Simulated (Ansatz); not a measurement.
This script makes a scan of the energy under strain of SrC2, space group I4/mmm with Ansatz 0.2.0, Python API.

`strain_src2.py`
```python
"""A shear strain scan of SrC2."""

import ansatz
import numpy as np

vectors0 = np.array([
    [-2.05715, 2.05715, 3.383],
    [2.05715, -2.05715, 3.383],
    [2.05715, 2.05715, -3.383],
])
sites = [
    ("Sr", (0.0, 0.0, 0.0)),
    ("C", (0.412, 0.412, 0.0)),
    ("C", (0.588, 0.588, 0.0)),
]


def on_lattice(cell):
    crystal = ansatz.Crystal(lattice=ansatz.Lattice.of(cell))
    for symbol, position in sites:
        crystal = crystal.atom(symbol, position)
    return crystal

# clamped ions: the fractional positions stay as typed
values = np.linspace(-0.05, 0.05, 5)
energies = []
for d in values:
    strain = np.array([[0, d / 2, 0], [d / 2, 0, 0], [0, 0, 0]])
    cell = vectors0 @ (np.eye(3) + strain)
    base = (
        on_lattice(cell).calculation()
        .functional("pbesol")
        .occupations("gaussian", width=0.05)
        .basis(520)
        .kpoints(6, 6, 6)
        .stress()
    )
    r = base.run().report
    energies.append(r["free_energy_ev"] / len(sites))
    s = r["stress_gpa"]
    print(f"d = {d:+.4f}  stress xx yy zz xy (GPa, compression positive): {s[0][0]:8.3f} {s[1][1]:8.3f} {s[2][2]:8.3f} {s[0][1]:8.3f}")
energies = np.array(energies)

for value, e in zip(values, energies):
    print(f"strain {value:7.3f}   E - Emin = {1000 * (e - energies.min()):9.3f} meV/atom")
curvature = 2 * np.polyfit(values, energies, 3)[1]
volume = abs(np.linalg.det(vectors0)) / len(sites)
print(f"d2E/dd2 over the volume: {curvature / volume * 160.21766:.1f} GPa")
```

How much energy does this shear strain cost, and what curvature follows?

Against the unstrained cell the energy per atom changes by +4.64 meV at one end of the scan and +4.64 meV at the other, and its second derivative over the volume is 31.2 GPa.

What the script printed:

Output of `python strain_src2.py`:
```text
d = -0.0500  stress xx yy zz xy (GPa, compression positive):   -1.893   -1.893   19.420    1.621
d = -0.0250  stress xx yy zz xy (GPa, compression positive):   -2.111   -2.111   19.401    0.801
d = +0.0000  stress xx yy zz xy (GPa, compression positive):   -2.183   -2.183   19.395   -0.000
d = +0.0250  stress xx yy zz xy (GPa, compression positive):   -2.111   -2.111   19.401   -0.801
d = +0.0500  stress xx yy zz xy (GPa, compression positive):   -1.893   -1.893   19.420   -1.621
strain  -0.050   E - Emin =     4.639 meV/atom
strain  -0.025   E - Emin =     1.151 meV/atom
strain   0.000   E - Emin =     0.000 meV/atom
strain   0.025   E - Emin =     1.151 meV/atom
strain   0.050   E - Emin =     4.640 meV/atom
d2E/dd2 over the volume: 31.2 GPa
```

Caveats:
- The curvature belongs to this strain pattern and to the cell's stress; it equals a single elastic constant only for simple patterns.
- At these settings the cell as given stands under about 5 GPa, so it isn't at this functional's equilibrium volume.
- The starting cell is as deposited in a crystallographic database; the results hold for this polymorph, which needn't be the stable one.
- The ions keep their fractional positions (clamped ions).
- Timing: 11 s on 1 thread of Intel(R) Xeon(R) Processor @ 2.30GHz, on a shared host, peak memory 0.53 GiB.
